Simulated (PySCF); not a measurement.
# Ge₂+: from the state search to spectroscopic constants

One table from this session's results is given with a row withheld; the runs are named, their logs left out.

Program: PySCF 2.14.0. Level of theory: Ge def2-TZVPPD, no relativity. These are calculated values, not measurements.

The first run:

Settings of the job:

```json
{
  "atoms": "Ge, Ge",
  "charge": "1",
  "basis": "Ge def2-TZVPPD",
  "Hamiltonian": "no relativity",
  "basis functions": "108",
  "electrons treated": "63",
  "masses in u": "73.9212, 73.9212",
  "levels": "PBE0, PBE, r²SCAN, PBEsol, r²SCAN0, BHandHLYP, M06-2X, PW91, ωB97M-V, HF, MP2, SCS-MP2, CCSD, CCSD(T)",
  "grid": "80 radial by 434 angular points",
  "occupations": "held fixed by the projection of orbital angular momentum",
  "dissociation limit": "Ge+ + Ge, each in its ground configuration",
  "starting distance in angstrom": "2.420",
  "values of 2S to try": "1, 3"
}
```

On the command line:

```sh
> OMP_NUM_THREADS=2 python dia.py task.json out
```

Steps of the session up to this table: Set-up; PBE0 along the bond; Higher solutions at PBE0; PBE; r²SCAN; PBEsol (GGA); r²SCAN0; BHandHLYP (global hybrid GGA); M06-2X (hybrid meta-GGA); PW91 (GGA); ωB97M-V (range-separated hybrid); UHF (mean field); MP2 and coupled cluster.

One table of the session follows, with a row left open; its other results are not shown here.

It belongs to the step «The curves together». Energy (eV) from each level's lowest point:

```
R (Å)    UHF  UHF-MP2  UHF-SCS-MP2  UHF-CCSD  UHF-CCSD(T)
2.079  0.859    0.721        0.706       n/a          n/a
2.175  0.370    0.281        0.267     0.324        0.341
2.272  0.108    0.061        0.053     0.084        0.095
2.345  0.019    0.000        0.000     0.009        0.015
2.417      ?        ?            ?         ?            ?
2.490  0.034    0.060        0.081     0.040        0.034
2.586  0.142    0.188        0.228     0.149        0.133
2.707  0.343    0.402        0.471     0.342        0.309
2.852  0.642    0.697        0.808     0.614        0.559
3.045  1.085    1.099        1.277       n/a          n/a
```

Estimate the missing values for R (Å) = 2.417.

Worked estimate for «UHF». A straight line through the neighbours (2.345, 0.019) and (2.490, 0.034) gives 0.019 + (0.034 − 0.019) × (2.417 − 2.345) / (2.490 − 2.345) = 0.026; a parabola fitted to 4 rows on both sides gives 0.001.

As computed: UHF: 0.000; UHF-MP2: 0.005; UHF-SCS-MP2: 0.015; UHF-CCSD: 0.000; UHF-CCSD(T): 0.000. In «UHF» the line misses by +0.026 and the parabola by +0.001.
